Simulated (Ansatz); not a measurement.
# GeCl2+ (doublet): the correlation ladder, cc-pVDZ

An exercise on one series of results from a longer session: the logs are not shown, and one member is left open.

The runs use Ansatz 0.2.0, Gaussian basis; cc-pVDZ, core rule «outside noble gas», up to 24 orbitals frozen.

To be run: UHF; CCSD(T) on ROHF; CCSD(T) on UHF; BCCD(T) on ROHF; CISD; CCSDT(Q) on ROHF; CCSDT(Q) on UHF; CASSCF and MRCISD+Q, 13 electrons in 10 orbitals; CASSCF and NEVPT2, 13 electrons in 10 orbitals.

29 further runs of the same task are left out: 2 for a known fault of the program, 13 that didn't finish, 14 set aside as unsound or not needed.

## The system

The geometry is a PBE0/def2-TZVP stationary point (not a proven minimum) of the parent state, kept for this charge and spin. No spin-orbit coupling is included. The filled d shell of Ge may be among the frozen orbitals whatever the setting's name suggests; the logs give the count.

3 atoms, charge 1, spin multiplicity 2.

Atoms are counted from 1 here; the program's logs count them from 0.

Bond lengths: Cl1–Ge2 2.152 Å, Ge2–Cl3 2.152 Å. Angles: Cl1–Ge2–Cl3 118.7°.

The first run:

in.yaml reads:

```yaml
crystal:
  periodic: [false, false, false]
  atoms:
    - {symbol: Cl, position_ang: [0.000000, -0.554943, 1.851052]}
    - {symbol: Ge, position_ang: [0.000000, 0.541696, 0.000000]}
    - {symbol: Cl, position_ang: [0.000000, -0.554943, -1.851052]}
basis:
  gaussian: {orbitals: cc-pVDZ}
total_charge: 1
magnetization: {spin_polarized: true, initial_magnetization: 1}
hamiltonian: {xc: hf}
output: {orbitals: {seedname: orbitals}}
```

Started as:

```
> ansatz run in.yaml --threads 1 --pin off --events-out ev --progress --plain --max-ram 2393MiB
```

Among the steps run: UHF; CCSD(T) on ROHF; CCSD(T) on UHF; BCCD(T) on ROHF; CISD; CCSDT(Q) on ROHF; CCSDT(Q) on UHF; CASSCF and MRCISD+Q, 13 electrons in 10 orbitals; CASSCF and NEVPT2, 13 electrons in 10 orbitals.

One of the session's tables, all rows but one given; the rest of the session is left out.

| method | from UCCSDT(Q) (meV) |
| --- | --- |
| ROHF | ? |
| UHF | +10067.4 |
| RMP2 | +1223.3 |
| UMP2 | +1234.7 |
| CISD | +1501.3 |
| RCCSD | +403.7 |
| UCCSD | +393.3 |
| RCCSD(T) | +74.8 |
| UCCSD(T) | +73.7 |
| BCCD(T) | +73.2 |
| RCCSDT | +36.9 |
| UCCSDT | +33.2 |
| RCCSDT(Q) | +10.0 |
| UCCSDT(Q) | 0 |
| CASSCF valence | +8533.0 |
| NEVPT2 valence | +1415.5 |
| MRCISD valence | +936.9 |
| MRCISD+Q valence | +99.1 |

Estimate the missing values for ROHF.

The run gave: from UCCSDT(Q) (meV): +10213.1. In the column «from UCCSDT(Q) (meV)» it is the highest.

Limits of these values: Restricted and unrestricted rows rest on different reference determinants; where their highest levels disagree by more than a few hundredths of an eV, they describe different states and don't form one ladder.
